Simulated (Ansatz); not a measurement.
# KCd15Se16 (Cadmoselite): the cost of one run

Program: Ansatz 0.2.0. Level of theory: DFT, PBE, plane-wave PAW, default files, scalar-relativistic, as far as a step names no other. These are calculated values, not measurements.

The COD entry's cell or inner coordinates are ideal or old and differ from later refinements, so a difference from it is no clean test against experiment.

## Step 1: The structure to begin with

Symmetry: P3m1, No. 156, trigonal system. Conventional cell: a = 8.600 Å, b = 8.600 Å, c = 14.040 Å, α = 90.00°, β = 90.00°, γ = 120.00°. K (site symmetry 3m) has 4 Se at 2.61 to 2.70 Å in its first shell of neighbours. Cd (site symmetry 3m) has 4 Se at 2.61 to 2.70 Å in its first shell of neighbours. Around Cd (site symmetry m) lie 4 Se at 2.61 to 2.70 Å. Only part of the 16 independent sites is listed.

Structure file:

```xyz
32
Lattice="8.6000 0.0000 0.0000 -4.3000 7.4478 0.0000 0.0000 0.0000 14.0400" Properties=species:S:1:pos:R:3 pbc="T T T"
K     0.0000    2.4826    0.0000
Cd    0.0000    2.4826    7.0200
Cd   -2.1500    6.2065    0.0000
Cd   -2.1500    6.2065    7.0200
Cd    4.3000    2.4826    0.0000
Cd    4.3000    2.4826    7.0200
Cd    2.1500    6.2065    0.0000
Cd    2.1500    6.2065    7.0200
Cd    2.1500    1.2413    3.5100
Cd    2.1500    1.2413   10.5300
Cd    0.0000    4.9652    3.5100
Cd    0.0000    4.9652   10.5300
Cd    6.4500    1.2413    3.5100
Cd    6.4500    1.2413   10.5300
Cd    4.3000    4.9652    3.5100
Cd    4.3000    4.9652   10.5300
Se    0.0000    2.4826    2.7027
Se    0.0000    2.4826    9.7227
Se   -2.1500    6.2065    2.7027
Se   -2.1500    6.2065    9.7227
Se    4.3000    2.4826    2.7027
Se    4.3000    2.4826    9.7227
Se    2.1500    6.2065    2.7027
Se    2.1500    6.2065    9.7227
Se    2.1500    1.2413    6.2127
Se    2.1500    1.2413   13.2327
Se    0.0000    4.9652    6.2127
Se    0.0000    4.9652   13.2327
Se    6.4500    1.2413    6.2127
Se    6.4500    1.2413   13.2327
Se    4.3000    4.9652    6.2127
Se    4.3000    4.9652   13.2327
```

Atom 1 of the input is the impurity.

## Step 2: Single point at the given positions

input.yaml

```yaml
crystal:
  lattice:
    - [8.6, 0.0, 0.0]
    - [-4.3, 7.4478184726, 0.0]
    - [0.0, 0.0, 14.04]
  atoms:
    - { symbol: K, position: [0.1666666666, 0.3333333334, 0.0], spin: 1.0 }
    - { symbol: Cd, position: [0.1666666666, 0.3333333334, 0.5] }
    - { symbol: Cd, position: [0.1666666666, 0.8333333334, 0.0] }
    - { symbol: Cd, position: [0.1666666666, 0.8333333334, 0.5] }
    - { symbol: Cd, position: [0.6666666666, 0.3333333334, 0.0] }
    - { symbol: Cd, position: [0.6666666666, 0.3333333334, 0.5] }
    - { symbol: Cd, position: [0.6666666666, 0.8333333334, 0.0] }
    - { symbol: Cd, position: [0.6666666666, 0.8333333334, 0.5] }
    - { symbol: Cd, position: [0.3333333334, 0.1666666666, 0.25] }
    - { symbol: Cd, position: [0.3333333334, 0.1666666666, 0.75] }
    - { symbol: Cd, position: [0.3333333334, 0.6666666666, 0.25] }
    - { symbol: Cd, position: [0.3333333334, 0.6666666666, 0.75] }
    - { symbol: Cd, position: [0.8333333334, 0.1666666666, 0.25] }
    - { symbol: Cd, position: [0.8333333334, 0.1666666666, 0.75] }
    - { symbol: Cd, position: [0.8333333334, 0.6666666666, 0.25] }
    - { symbol: Cd, position: [0.8333333334, 0.6666666666, 0.75] }
    - { symbol: Se, position: [0.1666666666, 0.3333333334, 0.1925] }
    - { symbol: Se, position: [0.1666666666, 0.3333333334, 0.6925] }
    - { symbol: Se, position: [0.1666666666, 0.8333333334, 0.1925] }
    - { symbol: Se, position: [0.1666666666, 0.8333333334, 0.6925] }
    - { symbol: Se, position: [0.6666666666, 0.3333333334, 0.1925] }
    - { symbol: Se, position: [0.6666666666, 0.3333333334, 0.6925] }
    - { symbol: Se, position: [0.6666666666, 0.8333333334, 0.1925] }
    - { symbol: Se, position: [0.6666666666, 0.8333333334, 0.6925] }
    - { symbol: Se, position: [0.3333333334, 0.1666666666, 0.4425] }
    - { symbol: Se, position: [0.3333333334, 0.1666666666, 0.9425] }
    - { symbol: Se, position: [0.3333333334, 0.6666666666, 0.4425] }
    - { symbol: Se, position: [0.3333333334, 0.6666666666, 0.9425] }
    - { symbol: Se, position: [0.8333333334, 0.1666666666, 0.4425] }
    - { symbol: Se, position: [0.8333333334, 0.1666666666, 0.9425] }
    - { symbol: Se, position: [0.8333333334, 0.6666666666, 0.4425] }
    - { symbol: Se, position: [0.8333333334, 0.6666666666, 0.9425] }
magnetization:
  spin_polarized: true
kpoints:
  mp_grid: { grid: [3, 3, 2] }
scf:
  occupations: { method: fermi_dirac, width: 0.01 }
hamiltonian:
  xc: pbe
  pseudopotentials: { kind: paw }
output:
  forces: true
  stress: true
  populations: true
  efg: { quadrupole_moments_barn: { K: 0.0603 }, contact_densities: true }
  write_density: true
  write_potential: true
  elf: true
  volumetric_format: npy
```

On the command line:

```console
$ ansatz run input.yaml --threads 4 --pin off --max-ram 10240MiB --backend cpu --events-out ev --progress --plain --runs-dir out
```

What time and memory should one allow on 4 threads of Arm Neoverse V2, shared host?

About 4.9 min, with a peak of 6.4 GiB.
